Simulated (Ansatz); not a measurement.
# Ti2BiO3: the cost of one run

Method: DFT PBE, scalar-relativistic, plane waves, PAW, unless a step names another level, in Ansatz 0.2.0.

3 further runs of the same task are left out: 1 that didn't finish, 2 set aside as unsound or not needed.

**1. The structure to begin with**

The structure is trigonal, space group P-3m1 (No. 164). The conventional cell has a = 3.114 Å, b = 3.114 Å, c = 12.141 Å, α = 90.00°, β = 90.00°, γ = 120.00°. Ti (site symmetry 3m) has 6 O at 1.99 to 2.20 Å as nearest neighbours. Bi (site symmetry -3m) is surrounded by 6 Bi at 3.11 Å. Around O (site symmetry -3m) lie 6 Ti at 2.20 Å. Around O (site symmetry 3m) lie 3 Ti at 1.99 Å.

Coordinates:

```xyz
6
Lattice="3.1144 0.0000 0.0000 -1.5572 2.6972 0.0000 0.0000 0.0000 12.1412" Properties=species:S:1:pos:R:3 pbc="T T T"
Ti    1.5572    0.8991    1.2613
Ti    0.0000    1.7981   10.8799
Bi    0.0000    0.0000    6.0706
O     0.0000    0.0000    0.0000
O     1.5572    0.8991   10.0385
O     0.0000    1.7981    2.1028
```

It came out lowest among 18 distinct ends of the trial cells. At a tolerance of 0.05 Å it has space group P-3m1 (No. 164).

**2. Tight relaxation for the response runs, on the response runs' mesh and smearing**

Contents of input.yaml:

```yaml
crystal:
  lattice:
    - [3.1144225854, 0.0, 0.0]
    - [-1.5572112927, 2.6971690771, 0.0]
    - [0.0, 0.0, 12.1412346021]
  atoms:
    - { symbol: Ti, position: [0.6666666667, 0.3333333333, 0.1038848308] }
    - { symbol: Ti, position: [0.3333333333, 0.6666666667, 0.8961151692] }
    - { symbol: Bi, position: [0.0, 0.0, 0.5] }
    - { symbol: O, position: [0.0, 0.0, 0.0] }
    - { symbol: O, position: [0.6666666667, 0.3333333333, 0.826806808] }
    - { symbol: O, position: [0.3333333333, 0.6666666667, 0.173193192] }
basis:
  ecutwfc: 420
kpoints:
  mp_grid: { grid: [12, 12, 4] }
hamiltonian:
  xc: pbe
scf:
  occupations: { method: gaussian, width: 0.1 }
output:
  forces: true
  stress: true
  eigenvalues: true
relax:
  adjacent_minimum: "off"
  f_tol: 0.001
  max_steps: 60
  cell: { stress_tol: 0.01 }
```

On the command line:

```sh
ansatz run input.yaml --threads 3 --pin off --max-ram 7680MiB --backend cpu --events-out ev --progress --plain --runs-dir out
```

What time and memory should one allow on 3 threads of Intel Xeon 6975P-C (Granite Rapids), shared host?

About 18 s, with a peak of 0.59 GiB.
